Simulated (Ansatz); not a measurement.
Write a Python script for the Python package of Ansatz (0.2.0) that makes a convergence test of the plane-wave cutoff of ZrBeB, space group P-6m2. Settings (first run): r2SCAN, PAW, cutoff 300 eV, 7×7×6 k-points, cold smearing of 0.1 eV. The script varies cutoff (eV): 300, 350, 400, 450.

Input file `zrbeb.cif`:
```cif
data_ZrBeB
_cell_length_a 3.413267
_cell_length_b 3.413267
_cell_length_c 3.496023
_cell_angle_alpha 90.00000
_cell_angle_beta 90.00000
_cell_angle_gamma 120.00000
_symmetry_space_group_name_H-M 'P 1'
_symmetry_Int_Tables_number 1
loop_
_symmetry_equiv_pos_as_xyz
'x, y, z'
loop_
_atom_site_label
_atom_site_type_symbol
_atom_site_fract_x
_atom_site_fract_y
_atom_site_fract_z
Zr1 Zr    0.000000    0.000000    0.000000
Be2 Be    0.333333    0.666667    0.500000
B3 B    0.666667    0.333333    0.500000
```

`ecut.py`:
```python
# -*- coding: utf-8 -*-
from dataclasses import dataclass
import csv

import ansatz
from ase.io import read


@dataclass
class Options:
    k_spacing: float = 0.32
    filling: str = 'cold'
    width_ev: float = 0.1
    xc: str = 'r2scan'


settings = Options()


def main():
    atoms = read('zrbeb.cif')
    xtal = ansatz.Crystal.from_ase(atoms)

    calc = xtal.calculation()
    calc = calc.kpoints(spacing=settings.k_spacing).occupations(settings.filling, width=settings.width_ev)
    calc = calc.functional(settings.xc)

    rows = []
    for value in [300, 350, 400, 450]:
        report = calc.basis(value).run(threads=1, pin='off').report
        rows.append((value, report['free_energy_ev'] / len(report['lattice']['sites']), report['n_iterations'], report['n_pw']))

    with open('ecut.csv', 'w', newline='') as handle:
        writer = csv.writer(handle)
        writer.writerow(['cutoff (eV)', 'F/atom (eV)', 'iterations', 'plane waves'])
        writer.writerows([round(v, 5) if isinstance(v, float) else v for v in row] for row in rows)

    for row in rows[:-1]:
        shift = 1000 * (row[1] - rows[-1][1])
        print(f'{row[0]}: {shift:+.2f} meV/atom' + ('  (within 1 meV)' if abs(shift) < 1 else ''))


if __name__ == '__main__':
    main()
```

```console
$ python ecut.py
DeckWarning: the atoms were moved onto the symmetric positions of the space group found under crystal.symmetry.tolerance 1.0e-5 (fractional; no operation is sought that the atoms, as they stand in a [...]
DeckWarning: basis.ecutwfc = 300 eV is below the records' recommended 500 eV, and the density's cutoff is lower with it unless basis.ecutrho_ratio is high enough to keep the records' density cutoff: compare with a run at a higher cutoff
DeckWarning: basis.ecutwfc = 350 eV is below the records' recommended 500 eV, and the density's cutoff is lower with it unless basis.ecutrho_ratio is high enough to keep the records' density cutoff: compare with a run at a higher cutoff
DeckWarning: basis.ecutwfc = 400 eV is below the records' recommended 500 eV, and the density's cutoff is lower with it unless basis.ecutrho_ratio is high enough to keep the records' density cutoff: compare with a run at a higher cutoff
DeckWarning: basis.ecutwfc = 450 eV is below the records' recommended 500 eV, and the density's cutoff is lower with it unless basis.ecutrho_ratio is high enough to keep the records' density cutoff: compare with a run at a higher cutoff
300: +26.70 meV/atom
350: +7.48 meV/atom
400: +1.93 meV/atom
```
(Warnings from the package without file and line, shortened.)

It writes `ecut.csv`:
```csv
cutoff (eV),F/atom (eV),iterations,plane waves
300,-1482.24381,7,405
350,-1482.26304,6,527
400,-1482.26859,7,635
450,-1482.27052,7,763
```

Caveats:
- For a metal this k-point mesh is coarse: on a finer one energies can move by several to tens of meV an atom and pressures by half a GPa or more, differences at one mesh by less.
- This cell is a computed structure, which may not be the phase found in nature.
- Shifts are counted from the last row, which is itself no proven limit.
- The whole script took 12 s on 1 thread of Arm Neoverse V1, with other jobs on the host, peak memory 0.46 GiB.

(A comment or docstring line of the script was reworded after the run, the code is as it ran; lines on the test bed's own set-up are left out of the output.)
